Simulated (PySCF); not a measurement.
# [Tl(CN)]2+: structure and properties

Aim: find the relaxed shape of [Tl(CN)]2+, test it by its vibrations, and read charges and levels. The species was built from a template and needn't be a known compound.

Computed with PySCF 2.14.0. Level: PBE, Tl def2-SVP with ECP60, C def2-SVP, N def2-SVP; scalar-relativistic core potentials, no spin–orbit coupling.

2 further runs of the same task are left out: 1 for a known fault of the program, 1 that didn't finish.

**1. The starting structure**

3 atoms, charge 2, spin multiplicity 1.

Bond lengths: Tl1–C2 2.232 Å, C2–N3 1.170 Å. Angles: Tl1–C2–N3 180.0°.

Coordinates:

```
Tl    0.0000    0.0000    0.0000
C     0.0000    0.0000    2.2325
N     0.0000    0.0000    3.4025
```

Formal oxidation states: Tl +3.

**2. SCF at the start, singlet**

run.py (the lines that set the calculation) reads:

```python
mol = gto.M(atom='''
Tl     0.00000     0.00000     0.00000
C      0.00000     0.00000     2.23250
N      0.00000     0.00000     3.40250''',
    basis={'Tl': 'def2-SVP', 'C': 'def2-SVP', 'N': 'def2-SVP'},
    ecp={'Tl': 'def2-SVP'},
    charge=2, spin=0)
mf = dft.RKS(mol, xc='PBE')
mf.grids.atom_grid = (50, 194)
mf = mf.density_fit()  # fitting sets: Tl def2-universal-JKFIT, C def2-universal-JKFIT, N def2-universal-JKFIT
mf.conv_tol = 1e-08; mf.max_cycle = 55
mf.kernel(dm0)  # dm0: free metal ions and neutral atoms
```

Command:

```sh
> OMP_NUM_THREADS=2 python run.py
```

The program printed:

```text
init E= -260.510580122283
  HOMO = -0.992998963156428  LUMO = -0.773277591608516  gap/eV = 5.97892
cycle= 1 E= -263.34066100156  delta_E= -2.83  |g|= 1.49  |ddm|= 3.44
  HOMO = -0.65396441323769  LUMO = -0.450913132172909  gap/eV = 5.52531
cycle= 2 E= -253.020304928292  delta_E= 10.3  |g|= 3.63  |ddm|= 6.63
  HOMO = -0.797433660336335  LUMO = -0.726135634169356  gap/eV = 1.94012
cycle= 3 E= -264.185370235767  delta_E= -11.2  |g|= 0.432  |ddm|= 5.54
  HOMO = -0.747027238629878  LUMO = -0.73702421544025  gap/eV = 0.27220
cycle= 4 E= -264.019239725233  delta_E= 0.166  |g|= 0.87  |ddm|= 1.45
  HOMO = -0.776442464520377  LUMO = -0.756939821678381  gap/eV = 0.53069
cycle= 5 E= -264.013374129775  delta_E= 0.00587  |g|= 0.837  |ddm|= 1.07
  HOMO = -0.784406904071545  LUMO = -0.761506828434966  gap/eV = 0.62314
cycle= 6 E= -264.175425822254  delta_E= -0.162  |g|= 0.435  |ddm|= 0.599
  HOMO = -0.790663197169336  LUMO = -0.762884945700161  gap/eV = 0.75588
cycle= 7 E= -264.221960220674  delta_E= -0.0465  |g|= 0.178  |ddm|= 0.367
  HOMO = -0.795328079254819  LUMO = -0.761466259340162  gap/eV = 0.92143
cycle= 8 E= -264.2298869357  delta_E= -0.00793  |g|= 0.0586  |ddm|= 0.343
  HOMO = -0.794247737370699  LUMO = -0.762005135734395  gap/eV = 0.87737
cycle= 9 E= -264.231052037826  delta_E= -0.00117  |g|= 0.00263  |ddm|= 0.108
  HOMO = -0.794254417419674  LUMO = -0.762030761615776  gap/eV = 0.87685
cycle= 10 E= -264.231054758235  delta_E= -2.72e-06  |g|= 0.000534  |ddm|= 0.00675
  HOMO = -0.794236540088163  LUMO = -0.762018908075987  gap/eV = 0.87669
cycle= 11 E= -264.231054860134  delta_E= -1.02e-07  |g|= 0.0001  |ddm|= 0.00112
  HOMO = -0.794235457593115  LUMO = -0.762017496740821  gap/eV = 0.87670
cycle= 12 E= -264.231054862682  delta_E= -2.55e-09  |g|= 6.6e-06  |ddm|= 0.000103
  HOMO = -0.794238106862202  LUMO = -0.762018373393015  gap/eV = 0.87674
Extra cycle  E= -264.231054861629  delta_E= 1.05e-09  |g|= 6.01e-05  |ddm|= 9.44e-05
converged SCF energy = -264.231054861629
```

Run time: 1.3 s. Hardware: 2 threads of Arm Neoverse V1, shared host; peak memory 0.26 GiB.

Read off: E = -264.231055 Eh, HOMO -21.61 eV, LUMO -20.74 eV, Mulliken charge on Tl1 +1.50 e. The gap is small, and the closed shell wasn't tested for a lower spin-broken solution.

**3. Relaxation, singlet**

Steps are kept in the start's point group, C∞v.

run.py (the lines that set the calculation) reads:

```python
mol = gto.M(atom='''
Tl     0.00000     0.00000    -0.32226
C      0.00000     0.00000     1.91024
N      0.00000     0.00000     3.08024''',
    basis={'Tl': 'def2-SVP', 'C': 'def2-SVP', 'N': 'def2-SVP'},
    ecp={'Tl': 'def2-SVP'},
    charge=2, spin=0)
mf = dft.RKS(mol, xc='PBE')
mf.grids.atom_grid = (50, 194)
mf = mf.density_fit()  # fitting sets: Tl def2-universal-JKFIT, C def2-universal-JKFIT, N def2-universal-JKFIT
mf.conv_tol = 1e-08; mf.max_cycle = 55
mf.kernel(dm0)  # dm0: an SCF of this state at this start
# quasi-Newton relaxation in Cartesian coordinates to a largest gradient under 0.00045 Eh/bohr, steps kept in the point group
```

Command:

```sh
> OMP_NUM_THREADS=2 python run.py
```

No log is kept here; the results follow.

It took 5 s on 2 threads of Arm Neoverse V1, shared host.

Step by step:

```tsv
step	energy from step 1 (eV)	largest force component (eV/Å)
1	0.0000	1.4271
2	-0.0017	1.3715
3	-0.0100	0.1538
4	-0.0105	0.0550
5	-0.0108	0.0401
6	-0.0108	0.0097
```

Distances of close pairs at the start and the end, largest changes first:

```tsv
bond	before (Å)	after (Å)	change (Å)
Tl1–C2	2.232	2.259	+0.026
C2–N3	1.170	1.183	+0.013
```

It ends in C∞v at E = -264.231451 Eh.

```tsv
atom	x (Å)	y (Å)	z (Å)
Tl1	0.00000	0.00000	-0.34420
C2	0.00000	0.00000	1.91480
N3	0.00000	0.00000	3.09761
```

**4. The relaxed geometry turned into its symmetry frame**

run.py (the lines that set the calculation) reads:

```python
mol = gto.M(atom='''
Tl     0.00000     0.00000    -0.32602
C      0.00000     0.00000     1.93298
N      0.00000     0.00000     3.11579''',
    basis={'Tl': 'def2-SVP', 'C': 'def2-SVP', 'N': 'def2-SVP'},
    ecp={'Tl': 'def2-SVP'},
    charge=2, spin=0)
mf = dft.RKS(mol, xc='PBE')
mf.grids.atom_grid = (50, 194)
mf = mf.density_fit()  # fitting sets: Tl def2-universal-JKFIT, C def2-universal-JKFIT, N def2-universal-JKFIT
mf.conv_tol = 1e-08; mf.max_cycle = 55
mf.kernel(dm0)  # dm0: free metal ions and neutral atoms
```

Command:

```sh
> OMP_NUM_THREADS=2 python run.py
```

The program printed:

```text
init E= -260.49428553219
  HOMO = -0.991716378905192  LUMO = -0.772096090585786  gap/eV = 5.97617
cycle= 1 E= -263.335354000773  delta_E= -2.84  |g|= 1.49  |ddm|= 3.43
  HOMO = -0.651964603114749  LUMO = -0.454697500263615  gap/eV = 5.36791
cycle= 2 E= -252.89495494243  delta_E= 10.4  |g|= 3.64  |ddm|= 6.65
  HOMO = -0.791489590565723  LUMO = -0.725292426610613  gap/eV = 1.80132
cycle= 3 E= -264.152757852049  delta_E= -11.3  |g|= 0.61  |ddm|= 5.43
  HOMO = -0.755087823271036  LUMO = -0.728276631279037  gap/eV = 0.72957
cycle= 4 E= -263.818293725149  delta_E= 0.334  |g|= 1.27  |ddm|= 1.39
  HOMO = -0.780180026214979  LUMO = -0.761010576354488  gap/eV = 0.52163
cycle= 5 E= -264.124928401881  delta_E= -0.307  |g|= 0.608  |ddm|= 1.32
  HOMO = -0.782136811136101  LUMO = -0.761899202128902  gap/eV = 0.55069
cycle= 6 E= -264.153558908982  delta_E= -0.0286  |g|= 0.525  |ddm|= 0.129
  HOMO = -0.791862230056267  LUMO = -0.763606537058156  gap/eV = 0.76888
cycle= 7 E= -264.230512845242  delta_E= -0.077  |g|= 0.0633  |ddm|= 0.638
  HOMO = -0.791210468899179  LUMO = -0.762169552504339  gap/eV = 0.79024
cycle= 8 E= -264.231246409306  delta_E= -0.000734  |g|= 0.023  |ddm|= 0.0927
  HOMO = -0.790745703493731  LUMO = -0.762413006529233  gap/eV = 0.77097
cycle= 9 E= -264.231450514244  delta_E= -0.000204  |g|= 0.00135  |ddm|= 0.0452
  HOMO = -0.790515290922702  LUMO = -0.762361739853032  gap/eV = 0.76610
cycle= 10 E= -264.231450249754  delta_E= 2.64e-07  |g|= 0.00153  |ddm|= 0.00222
  HOMO = -0.790459153268289  LUMO = -0.762335269434214  gap/eV = 0.76529
cycle= 11 E= -264.231451107371  delta_E= -8.58e-07  |g|= 8.9e-05  |ddm|= 0.00302
  HOMO = -0.790468149757746  LUMO = -0.762341641045818  gap/eV = 0.76536
cycle= 12 E= -264.231451109982  delta_E= -2.61e-09  |g|= 7.72e-06  |ddm|= 0.000148
  HOMO = -0.790466068877692  LUMO = -0.762340743190125  gap/eV = 0.76533
Extra cycle  E= -264.231451108856  delta_E= 1.13e-09  |g|= 6.5e-05  |ddm|= 8.55e-05
converged SCF energy = -264.231451108856
```

Run time: 0.7 s. Hardware: 2 threads of Arm Neoverse V1, shared host.

Read off: E = -264.231451 Eh, HOMO -21.51 eV, LUMO -20.74 eV, Mulliken charge on Tl1 +1.50 e. The gap is small, and the closed shell wasn't tested for a lower spin-broken solution.

**5. Frequencies and infrared intensities**

run.py (the lines that set the calculation), as its differences from that of step 4:

```diff
@@ -10,3 +10,4 @@
 mf = mf.density_fit()  # fitting sets: Tl def2-universal-JKFIT, C def2-universal-JKFIT, N def2-universal-JKFIT
-mf.conv_tol = 1e-08; mf.max_cycle = 55
-mf.kernel(dm0)  # dm0: free metal ions and neutral atoms
+mf.conv_tol = 1e-10; mf.max_cycle = 55
+mf.kernel(dm0)  # dm0: the density of the relaxed state
+# Hessian and dipole derivatives by central differences of gradients, 0.02 bohr
```

Command:

```sh
> OMP_NUM_THREADS=2 python run.py
```

No log is kept here; the results follow.

Run time: 7.7 s. Hardware: 2 threads of Arm Neoverse V1, shared host.

Point group C∞v; negative numbers are unstable modes, and those under 60 cm⁻¹ are near the numerical noise:

```tsv
cm⁻¹	km/mol	symmetry
209	0.3	π
209	0.3	π
233	34.7	σ+
2137	0.2	σ+
```

**6. Charges, bond orders and levels**

run.py (the lines that set the calculation) reads:

```python
mol = gto.M(atom='''
Tl     0.00000     0.00000    -0.34420
C      0.00000     0.00000     1.91480
N      0.00000     0.00000     3.09761''',
    basis={'Tl': 'def2-SVP', 'C': 'def2-SVP', 'N': 'def2-SVP'},
    ecp={'Tl': 'def2-SVP'},
    charge=2, spin=0)
mf = dft.RKS(mol, xc='PBE')
mf.grids.atom_grid = (75, 302)
mf = mf.density_fit()  # fitting sets: Tl def2-universal-JKFIT, C def2-universal-JKFIT, N def2-universal-JKFIT
mf.conv_tol = 1e-09; mf.max_cycle = 55
mf.kernel(dm0)  # dm0: the density of the relaxed state
```

Command:

```sh
> OMP_NUM_THREADS=2 python run.py
```

The program printed:

```text
init E= -264.231493976925
  HOMO = -0.790442870985144  LUMO = -0.762331214307006  gap/eV = 0.76496
cycle= 1 E= -264.231493510219  delta_E= 4.67e-07  |g|= 0.0013  |ddm|= 0.00182
  HOMO = -0.790749234540966  LUMO = -0.762368787956872  gap/eV = 0.77227
cycle= 2 E= -264.231447006124  delta_E= 4.65e-05  |g|= 0.013  |ddm|= 0.0183
  HOMO = -0.790480007778455  LUMO = -0.762338375910018  gap/eV = 0.76577
cycle= 3 E= -264.231493981503  delta_E= -4.7e-05  |g|= 5.93e-05  |ddm|= 0.0165
  HOMO = -0.790473331687976  LUMO = -0.762336082191995  gap/eV = 0.76565
cycle= 4 E= -264.231493983029  delta_E= -1.53e-09  |g|= 2.41e-05  |ddm|= 0.000178
  HOMO = -0.790473574980123  LUMO = -0.76233588730377  gap/eV = 0.76567
cycle= 5 E= -264.231493983225  delta_E= -1.96e-10  |g|= 5.31e-07  |ddm|= 4.25e-05
  HOMO = -0.790473615096223  LUMO = -0.762335994504481  gap/eV = 0.76566
Extra cycle  E= -264.231493983223  delta_E= 1.93e-12  |g|= 2.62e-06  |ddm|= 5.74e-06
converged SCF energy = -264.231493983223
```

Wall time 1.9 s (2 threads of Arm Neoverse V1, shared host).

Read off: E = -264.231494 Eh, HOMO -21.51 eV, LUMO -20.74 eV, Mulliken charge on Tl1 +1.50 e, largest force component 0.011 eV/Å. The gap is small, and the closed shell wasn't tested for a lower spin-broken solution.

Löwdin charges:

```tsv
atom	value (e)
Tl1	1.49
C2	0.13
N3	0.38
```

Mulliken charges: Tl1 +1.50, C2 +0.07, N3 +0.42 e.

Contacts (the nearest donor of each ligand) and Mayer bond orders:

```tsv
contact	distance (Å)	bond order
Tl1–C2 (CN)	2.259	0.72
```

Mulliken populations of Tl1 outside the core potential: s 3.36, p 6.13, d 10.01.

Orbitals, density, ELF and potential are computed afterwards from the orbital file.

Frontier orbitals at PBE, with the share of their density that lies nearest to each atom:

```tsv
orbital	energy (eV)	lies on
HOMO	-21.51	N3 57 %; C2 42 %
LUMO	-20.74	Tl1 45 %; C2 29 %; N3 26 %
```

ELF in a plane through or near 3 of the atoms.

Values, 10 rows by 14 columns:
```
0.00 0.00 0.00 0.00 0.00 0.00 0.00 0.00 0.00 0.00 0.00 0.00 0.00 0.00
0.00 0.00 0.00 0.04 0.06 0.03 0.01 0.03 0.05 0.03 0.01 0.00 0.00 0.00
0.00 0.00 0.06 0.15 0.20 0.16 0.08 0.23 0.22 0.19 0.15 0.01 0.00 0.00
0.00 0.04 0.14 0.30 0.40 0.29 0.36 0.70 0.63 0.63 0.64 0.17 0.00 0.00
0.00 0.08 0.18 0.59 0.58 0.43 0.67 0.41 0.74 0.52 0.89 0.42 0.02 0.00
0.00 0.09 0.18 0.67 0.14 0.49 0.72 0.16 0.54 0.34 0.89 0.48 0.03 0.00
0.00 0.07 0.17 0.43 0.62 0.34 0.55 0.75 0.81 0.79 0.84 0.31 0.01 0.00
0.00 0.02 0.10 0.22 0.28 0.24 0.18 0.50 0.39 0.36 0.36 0.06 0.00 0.00
0.00 0.00 0.03 0.11 0.15 0.11 0.05 0.14 0.15 0.13 0.08 0.00 0.00 0.00
0.00 0.00 0.00 0.01 0.01 0.01 0.00 0.01 0.01 0.00 0.00 0.00 0.00 0.00
```
The map spans 9.0 Å across and 5.2 Å up, centred on the molecule. Atoms in the plane (x, y in Å): Tl1 (-1.9, 0.0), C2 (0.4, 0.0), N3 (1.5, 0.0).

On the surface of density 0.002 e/bohr³ the electrostatic potential runs, from the 1st to the 99th percentile, from 8.05 V near N3 to 14.81 V near Tl1.

**7. Summary of results**

| quantity | value |
| --- | --- |
| state and point group | singlet, C∞v |
| modes | 209 to 2137 cm⁻¹, none unstable |
| strongest infrared band (modes within 1.5 cm⁻¹ summed) | 233 cm⁻¹ (35 km/mol) |
| zero-point energy | 0.173 eV |
| ideal gas, 298 K, 1 bar | S = 275.0, Cp = 51.9 J/(mol K) |
| metal–ligand contacts | 2.26 Å |
| frontier levels | HOMO -21.51 eV, LUMO -20.74 eV |
| dipole about the centre of mass | 2.11 D |
| mean polarisability | 6.0 Å³ |

What this shows: All modes are real, so the structure is a minimum. The metal carries +1.49 e by Löwdin's partition against a formal +3, and bond orders to the nearest donors reach 0.72. Both measures hang on the basis. One start shape was tried, so another isomer may lie lower. These are double-zeta-type bases without diffuse functions. Spin–orbit coupling is left out.
